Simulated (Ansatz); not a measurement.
# NbPd2: the cost of one run

Computed with Ansatz 0.2.0 (DFT LDA, scalar-relativistic, plane waves, PAW, unless a step's input says otherwise).

### Step 1. The system as given

Symmetry: Immm, No. 71, orthorhombic system. The conventional cell has a = 2.835 Å, b = 3.945 Å, c = 8.441 Å, α = 90.00°, β = 90.00°, γ = 90.00°. Nb (site symmetry mmm) has 10 Pd at 2.81 Å and 2 Nb at 2.84 Å as nearest neighbours. Around Pd (site symmetry mm2) lie 5 Nb at 2.81 Å and 7 Pd at 2.81 to 2.84 Å.

As a file:

```
CELL_PARAMETERS angstrom
-1.41761 1.97229 4.22047
1.41761 -1.97229 4.22047
1.41761 1.97229 -4.22047
ATOMIC_POSITIONS crystal
Nb 0.00000 0.00000 0.00000
Pd 0.66658 0.66658 0.00000
Pd 0.33342 0.33342 0.00000
```

The structure comes from the Materials Project (structure only).

(A quick probe on a coarse mesh, which set the mesh and smearing, is not shown.)

### Step 3. A loose first relaxation

input.yaml reads:

```yaml
crystal:
  lattice:
    - [-1.417614195, 1.972290155, 4.22046575]
    - [1.417614195, -1.972290155, 4.22046575]
    - [1.417614195, 1.972290155, -4.22046575]
  atoms:
    - { symbol: Nb, position: [0.0, 0.0, 0.0] }
    - { symbol: Pd, position: [0.66657627, 0.66657627, 0.0] }
    - { symbol: Pd, position: [0.33342373, 0.33342373, 0.0] }
basis:
  ecutwfc: 420
kpoints:
  mp_grid: { grid: [8, 8, 8] }
hamiltonian:
  xc: lda
scf:
  occupations: { method: gaussian, width: 0.1 }
output:
  forces: true
  stress: true
  eigenvalues: true
relax:
  adjacent_minimum: "off"
  f_tol: 0.05
  max_steps: 80
  cell: { stress_tol: 0.5 }
```

Q: Estimate wall time and peak memory on 1 thread of an x86-64 CPU, shared host.

About 35 s, with a peak of 0.53 GiB.
